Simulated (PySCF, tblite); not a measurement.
**CH₇N₂SeSi₂ radical: geometry, infrared bands and EPR parameters**

What infrared bands and EPR parameters should CH₇N₂SeSi₂ radical (`[H]/N=[C]\[Se][Si@H](N)[SiH3]`) show?

Computed with tblite 0.8.0 and PySCF 2.14.0, with density-fitted response routines of our own, on a single molecule in the gas phase. Atoms count from 0, in the outputs and in this text.

### 1 The starting structure

13 atoms, charge 0, multiplicity 2; geometry from: force field or distance geometry start.

Bonds of the start (Å): N0–C1 1.29, C1–Se2 1.92, Se2–Si3 2.30, Si3–N4 1.79, Si3–Si5 2.24, N0–H6 1.03, Si3–H7 1.46, N4–H8 1.04, N4–H9 1.04, Si5–H10 1.47, Si5–H11 1.47, Si5–H12 1.47.

### 2 Optimising the geometry with GFN2-xTB

Job settings and geometry (Å):

```
{"job": {"kind": "relax", "xc": "GFN2-xTB", "basis": "xTB"}, "charge": 0, "multiplicity": 2}
N      2.937600    -0.796200    -0.195800
C      2.598200     0.442300    -0.354100
Se     1.292900     1.250900     0.794900
Si    -0.375800     0.775000    -0.708000
N     -1.865100     1.643900    -0.231900
Si    -0.788300    -1.429300    -0.690300
H      2.491900    -1.368500     0.532900
H      0.043100     1.187200    -2.044400
H     -2.082000     1.364300     0.743600
H     -1.623900     2.659600    -0.212500
H     -1.140000    -1.850500     0.674400
H     -1.903000    -1.724500    -1.597400
H      0.409900    -2.153700    -1.122100
```

The run is started by

```console
$ OMP_NUM_THREADS=1 python probes_run.py task.json out
```

One launch serves the whole session: the jobs run in the order shown.

The log of the run:

```text
step      E/eV     max force
  0    -492.20649    5.281
  1    -492.41043    5.939
  2    -492.60395    1.133
  3    -492.65561    0.757
  4    -492.77704    0.877
  5    -492.83521    0.647
  6    -492.87035    0.472
  7    -492.89301    0.538
  8    -492.91754    0.534
  9    -492.93155    0.377
 10    -492.94152    0.228
 11    -492.94829    0.212
 12    -492.95320    0.217
 13    -492.95695    0.166
 14    -492.95962    0.164
 15    -492.96155    0.152
 16    -492.96350    0.149
 17    -492.96565    0.147
 18    -492.96800    0.160
 19    -492.97051    0.165
 20    -492.97323    0.194
 21    -492.97631    0.202
 22    -492.97905    0.133
 23    -492.98055    0.083
 24    -492.98135    0.074
 25    -492.98207    0.096
 26    -492.98299    0.112
 27    -492.98430    0.108
 28    -492.98597    0.138
 29    -492.98796    0.167
 30    -492.99022    0.159
 31    -492.99291    0.132
 32    -492.99608    0.164
 33    -492.99938    0.156
 34    -493.00247    0.126
 35    -493.00467    0.125
 36    -493.00642    0.176
 37    -493.00861    0.146
 38    -493.01169    0.163
 39    -493.01636    0.282
 40    -493.01898    0.187
 41    -493.02462    0.261
 42    -493.03222    0.231
 43    -493.03823    0.320
 44    -493.03209    0.866
 45    -493.04681    0.196
 46    -493.05144    0.353
 47    -493.06062    0.859
 48    -493.06764    0.348
 49    -493.07374    0.147
 50    -493.07788    0.225
 51    -493.08365    0.242
 52    -493.09063    0.319
 53    -493.09527    0.533
 54    -493.10067    0.569
 55    -493.10816    0.400
 56    -493.11358    0.332
 57    -493.12155    0.218
 58    -493.13234    0.253
 59    -493.13572    0.185
 60    -493.13952    0.130
 61    -493.14229    0.143
 62    -493.14618    0.167
 63    -493.15034    0.160
 64    -493.15388    0.139
 65    -493.15645    0.268
 66    -493.16009    0.148
 67    -493.16328    0.090
 68    -493.16508    0.088
 69    -493.16641    0.106
 70    -493.16771    0.087
 71    -493.16935    0.104
 72    -493.17120    0.109
 73    -493.17285    0.104
 74    -493.17384    0.116
 75    -493.17446    0.063
 76    -493.17504    0.067
 77    -493.17569    0.073
 78    -493.17633    0.088
 79    -493.17690    0.086
 80    -493.17730    0.061
 81    -493.17756    0.031
 82    -493.17772    0.030
 83    -493.17783    0.046
 84    -493.17792    0.031
 85    -493.17808    0.027
 86    -493.17831    0.039
 87    -493.17863    0.046
 88    -493.17891    0.043
 89    -493.17912    0.041
 90    -493.17930    0.042
 91    -493.17959    0.060
 92    -493.18009    0.072
 93    -493.18084    0.087
 94    -493.18166    0.088
 95    -493.18228    0.068
 96    -493.18260    0.070
 97    -493.18281    0.072
 98    -493.18315    0.072
 99    -493.18366    0.060
100    -493.18415    0.054
101    -493.18440    0.080
102    -493.18459    0.037
103    -493.18468    0.032
104    -493.18481    0.029
105    -493.18503    0.051
106    -493.18544    0.052
107    -493.18598    0.063
108    -493.18656    0.066
109    -493.18720    0.077
110    -493.18814    0.086
111    -493.19008    0.120
112    -493.19256    0.209
113    -493.19766    0.595
114    -493.19704    0.339
115    -493.19672    0.788
116    -493.18199    0.780
117    -493.20098    0.399
118    -493.20125    0.413
119    -493.20507    0.199
120    -493.20598    0.168
121    -493.20683    0.115
122    -493.20804    0.083
123    -493.20857    0.046
124    -493.20908    0.069
125    -493.20958    0.066
126    -493.20992    0.062
127    -493.21016    0.046
128    -493.21036    0.039
129    -493.21052    0.031
130    -493.21069    0.030
131    -493.21092    0.036
132    -493.21118    0.038
133    -493.21135    0.032
134    -493.21144    0.027
135    -493.21149    0.023
136    -493.21154    0.019
137    -493.21164    0.032
138    -493.21177    0.047
139    -493.21195    0.055
140    -493.21211    0.053
141    -493.21224    0.039
142    -493.21235    0.030
143    -493.21245    0.030
144    -493.21256    0.022
145    -493.21264    0.028
146    -493.21272    0.035
147    -493.21281    0.042
148    -493.21292    0.043
149    -493.21305    0.035
150    -493.21314    0.018
151    -493.21320    0.017
152    -493.21324    0.023
153    -493.21328    0.018
154    -493.21332    0.015
155    -493.21338    0.018
156    -493.21341    0.023
157    -493.21345    0.018
158    -493.21349    0.016
159    -493.21352    0.014
160    -493.21355    0.013
161    -493.21356    0.013
162    -493.21357    0.005
```

Run time: 1.2 s. Hardware: 1 thread of Arm Neoverse V1, shared host.

The steps of the relaxation: (not every step is listed)

```
step  energy from step 0 (eV)  largest force (eV/Å)
   0                   0.0000                5.2805
   1                  -0.2039                5.9392
   2                  -0.3975                1.1334
   3                  -0.4491                0.7573
   4                  -0.5706                0.8774
   5                  -0.6287                0.6467
   6                  -0.6639                0.4720
   7                  -0.6865                0.5384
   8                  -0.7111                0.5340
  22                  -0.7726                0.1329
  36                  -0.7999                0.1756
  50                  -0.8714                0.2249
  64                  -0.9474                0.1393
  78                  -0.9698                0.0875
  92                  -0.9736                0.0715
 106                  -0.9790                0.0520
 120                  -0.9995                0.1684
 134                  -1.0050                0.0272
 148                  -1.0064                0.0427
 157                  -1.0070                0.0185
 158                  -1.0070                0.0158
 159                  -1.0070                0.0145
 160                  -1.0071                0.0129
 161                  -1.0071                0.0133
 162                  -1.0071                0.0049
```

Distances of close pairs at the start and the end, largest changes first:

| bond | before (Å) | after (Å) | change (Å) |
| --- | --- | --- | --- |
| N0–C1 | 1.294 | 1.208 | -0.086 |
| Si3–Si5 | 2.243 | 2.326 | +0.083 |
| Se2–Si3 | 2.296 | 2.377 | +0.082 |
| Si3–N4 | 1.789 | 1.722 | -0.066 |
| C1–Se2 | 1.918 | 1.878 | -0.039 |
| N4–H9 | 1.044 | 1.009 | -0.036 |
| N4–H8 | 1.038 | 1.008 | -0.030 |
| N0–H6 | 1.028 | 1.010 | -0.018 |

The next job starts from the end point, and lists it.

### 3 Infrared spectrum with GFN2-xTB

Job settings and geometry (Å):

```
{"job": {"kind": "ir", "xc": "GFN2-xTB", "basis": "xTB"}, "charge": 0, "multiplicity": 2}
N      2.776097    -1.201870     0.622221
C      1.920231    -0.474195     0.177291
Se     1.653956     1.338652    -0.236254
Si    -0.554424     0.921915    -1.011668
N     -1.737252     1.740100    -0.063949
Si    -0.794757    -1.386151    -0.854883
H      3.723947    -1.067035     0.945257
H     -0.566512     1.686926    -2.262343
H     -1.993419     1.375798     0.840042
H     -1.753038     2.748277    -0.039548
H     -0.745551    -1.867097     0.526360
H     -2.123214    -1.720941    -1.384471
H      0.189548    -2.093893    -1.668744
```

The log of the run:

```text
mode    cm-1     km/mol
  1      25.2      0.69
  2      63.9      0.85
  3     121.8      0.65
  4     134.6      6.53
  5     144.8      5.02
  6     160.4      0.72
  7     178.7     16.27
  8     189.1     22.72
  9     276.7     58.96
 10     352.9      3.28
 11     427.3     14.99
 12     453.5     16.38
 13     460.0     30.29
 14     469.3     31.30
 15     501.2    296.64
 16     531.7     85.57
 17     573.1    202.65
 18     678.9    161.69
 19     751.2     84.90
 20     775.4    398.45
 21     788.9    639.04
 22     806.4     78.12
 23     815.0     66.03
 24     893.1    144.11
 25    1509.3     58.87
 26    1856.7    488.44
 27    2207.5    134.80
 28    2210.5    391.24
 29    2251.3    256.37
 30    2280.5    260.44
 31    3311.9      6.82
 32    3451.9     15.33
 33    3490.0      2.83
```

Run time: 0.48 s. Hardware: 1 thread of Arm Neoverse V1, shared host.

Which atoms move in the most intense modes:

```
cm⁻¹  km/mol                                  atoms
 501   296.6              H8 36 %, H9 35 %, N4 23 %
 573   202.7                      H7 74 %, Si3 12 %
 775   398.4            H6 44 %, H10 21 %, H12 20 %
 789   639.0  H11 27 %, H12 20 %, H6 20 %, H10 19 %
1857   488.4                       C1 55 %, N0 42 %
2210   391.2                      H11 79 %, H7 18 %
2251   256.4                               H10 92 %
2280   260.4                               H12 95 %
```

### 4 EPR parameters: B3LYP/def2-TZVP-core+pcH-1

Same as in step 3 but for these lines:

```diff
@@ -1,2 +1,2 @@
-{"job": {"kind": "ir", "xc": "GFN2-xTB", "basis": "xTB"}, "charge": 0, "multiplicity": 2}
+{"job": {"kind": "epr", "basis": "pcH-1"}, "charge": 0, "multiplicity": 2}
 N      2.776097    -1.201870     0.622221
```

With the program's defaults for keys left out, this is: UKS B3LYP, def2-TZVP-core on Se, pcH-1 on C H N Si, non-relativistic, mean-field spin-orbit, GIAO.

The log of the run:

```text
UKS, coarse grid
  cycle   1  E = -3132.32930140  |g| = 1.49e+00
  cycle   2  E = -3132.19941955  |g| = 8.60e-01
  cycle   3  E = -3132.21461460  |g| = 7.12e-01
  cycle   4  E = -3132.41078319  |g| = 1.67e-01
  cycle   5  E = -3132.42042075  |g| = 6.44e-02
  cycle   6  E = -3132.42207091  |g| = 1.37e-02
  cycle   7  E = -3132.42215129  |g| = 3.86e-03
  cycle   8  E = -3132.42216146  |g| = 1.52e-03
  cycle   9  E = -3132.42216147  |g| = 5.82e-04
UKS, final grid
  cycle   1  E = -3132.42223685  |g| = 7.06e-04
  cycle   2  E = -3132.42223644  |g| = 1.17e-03
  cycle   3  E = -3132.42223715  |g| = 1.26e-04
  cycle   4  E = -3132.42223716  |g| = 8.36e-05
  cycle   5  E = -3132.42223717  |g| = 5.53e-05
  cycle   6  E = -3132.42223717  |g| = 1.65e-05
E = -3132.42223717 Eh   <S^2> = 0.7544 (exact 0.7500)
g shifts (ppm)      1          2          3
  rmc          -207       -207       -207
  gc             26         32         81
  oz_so      -18617       1381       3567
  total      -18789       1211       3446
hyperfine (MHz)  atom isotope    a_iso     a_fc   dipolar eigenvalues
    0   14N     109.04     109.46     -9.58     -6.58     16.16
    1   13C     501.16     501.37    -42.05    -33.70     75.75
    2  77Se       6.17       8.96   -118.83   -116.86    235.68
    3  29Si     -52.95     -53.29     -4.70      2.12      2.58
    4   14N      -0.14      -0.11     -0.21     -0.07      0.28
    5  29Si       3.01       2.97     -1.85      0.57      1.28
    6    1H     176.15     176.46     -9.88     -4.56     14.44
    7    1H       2.58       2.59     -1.46     -0.87      2.33
    8    1H       0.16       0.18     -1.02     -0.74      1.76
    9    1H       0.55       0.54     -0.88     -0.47      1.35
   10    1H      15.42      15.43     -3.05     -2.21      5.26
   11    1H      13.57      13.57     -1.02     -0.87      1.89
   12    1H      11.77      11.78     -3.00     -2.30      5.30
```

It took 4 min on 1 thread of Arm Neoverse V1, shared host; peak memory 1.4 GiB.

Principal g values 1.98353, 2.00353, 2.00577; g(iso) = 1.99761, against 2.00232 for a free electron.

Hyperfine couplings; where a row names several nuclei, a(iso) is their mean (it holds for fast rotation or exchange) and the dipolar term the largest among them:

| nuclei | isotope | a(iso) (MHz) | a(iso) (G, at g = 2.0023) | largest dipolar term (MHz) |
| --- | --- | --- | --- | --- |
| C1 | 13C | 501.2 | 178.8 | 75.7 |
| H6 | 1H | 176.2 | 62.9 | 14.4 |
| N0 | 14N | 109.0 | 38.9 | 16.2 |
| Si3 | 29Si | -52.9 | -18.9 | -4.7 |
| H10, H11, H12 | 1H | 13.6 | 4.8 | 5.3 |
| Se2 | 77Se | 6.2 | 2.2 | 235.7 |
| Si5 | 29Si | 3.0 | 1.1 | -1.9 |
| H7 | 1H | 2.6 | 0.9 | 2.3 |
| H8, H9 | 1H | 0.4 | 0.1 | 1.8 |
| N4 | 14N | -0.1 | 0.0 | 0.3 |

Mulliken spin populations:

N0 0.15; C1 0.53; Se2 0.20; Si3 0.01; N4 0.00; Si5 0.01; H6 0.08; H7 0.00; H8 0.00; H9 0.00; H10 0.00; H11 0.01; H12 0.00

In first order the couplings over 0.8 MHz of 1H, 14N give 48 distinct lines over 156.1 G, if the averaged nuclei exchange fast.

The fields below are evaluated on a grid from the run's orbitals.

ELF in a plane through or near 5 of the atoms.

Ten even steps from '0' (0.00) to '9' (1.00):
```
0000000000000000000000000000
0000000000000000000000000000
0000000000123200000000000000
0000000001477641000000000000
0000000003688862000000000000
0000010003665773001785000000
0001886103522473125998000000
0004998665863674576885000000
0001587486272451387774000000
0000158775880251168886100000
0000158856851698335775000000
0000036411112259720120000000
0000000000140881410000000000
0000000001462444984000000000
0000000001353279999200000000
0000000000111289999200000000
0000000000000169997000000000
0000000000000014530000000000
0000000000000000000000000000
0000000000000000000000000000
```
The map spans 13.0 Å across and 10.6 Å up, centred on the molecule. Atoms in the plane (x, y in Å): N0 (-3.1, 0.5), C1 (-1.9, 0.6), N4 (2.3, 0.7), H6 (-3.9, 1.2), H9 (2.8, 1.6).

log10 of the density (e/Å³) in the same plane.

Values, 10 rows by 14 columns:
```
-4.0 -4.0 -4.0 -4.0 -4.0 -3.9 -3.7 -4.0 -4.0 -4.0 -4.0 -4.0 -4.0 -4.0
-4.0 -4.0 -4.0 -4.0 -3.2 -2.3 -2.1 -2.4 -3.3 -4.0 -4.0 -4.0 -4.0 -4.0
-4.0 -4.0 -3.5 -3.1 -2.3 -1.1 -0.6 -1.2 -2.3 -2.7 -2.7 -3.8 -4.0 -4.0
-4.0 -3.0 -1.6 -1.0 -1.2 -0.3  0.6 -0.4 -1.1 -0.8 -0.8 -2.5 -4.0 -4.0
-4.0 -2.8 -1.1  0.3  0.4  0.5 -0.6 -0.5 -0.2  0.3 -0.5 -2.2 -4.0 -4.0
-4.0 -3.4 -1.8 -0.5 -0.5 -0.5 -1.0 -0.4 -0.5 -0.7 -1.2 -2.6 -4.0 -4.0
-4.0 -4.0 -3.4 -2.4 -2.2 -1.3 -0.2  1.2 -0.8 -1.8 -2.8 -4.0 -4.0 -4.0
-4.0 -4.0 -4.0 -4.0 -2.8 -1.5 -0.8 -0.4  0.0 -1.4 -3.0 -4.0 -4.0 -4.0
-4.0 -4.0 -4.0 -4.0 -3.5 -2.6 -2.1 -1.5 -1.3 -2.1 -3.4 -4.0 -4.0 -4.0
-4.0 -4.0 -4.0 -3.9 -3.7 -3.8 -3.5 -3.1 -3.1 -3.5 -4.0 -4.0 -4.0 -4.0
```
The map spans 13.0 Å across and 10.6 Å up, centred on the molecule. Atoms in the plane (x, y in Å): N0 (-3.1, 0.5), C1 (-1.9, 0.6), N4 (2.3, 0.7), H6 (-3.9, 1.2), H9 (2.8, 1.6).

On the surface of density 0.002 e/bohr³ the electrostatic potential runs, from the 1st to the 99th percentile, from -1.26 V near N0 to 1.85 V near H6.

The spin density lies nearest to C1 46 %; Se2 23 %; N0 17 %; H6 8 %.

### 5 Results

```
                                 quantity                 value
strongest single infrared mode (GFN2-xTB)  789 cm⁻¹, 639 km/mol
             zero-point energy (GFN2-xTB)         47.4 kcal/mol
                           g(iso) (B3LYP)               1.99761
                                     ⟨S²⟩    0.754 (exact 0.75)
       largest a(iso) (averaged by class)  13C on C1, 501.2 MHz
    surface potential, 1st and 99th percentile    -1.26 V and 1.85 V
```

In words: The optimisation took 162 steps and gained 1.007 eV; among the close pairs (by a distance rule), N0–C1 changed most, from 1.294 to 1.208 Å. No mode is imaginary among the 33: a minimum at this level. The strongest single mode, at 789 cm⁻¹, has its largest shares on H11, H12, H6 and H10 (the list is cut at 4 atoms). Unscaled tight-binding wavenumbers are off by several per cent, some by more. Its intensities can rank the bands wrongly. C1 carries the largest spin population, 0.53 e. The isotropic g lies 4.7 ppt below the free-electron value. The hyperfine terms hold no scalar relativity, which the heavier nuclei need.
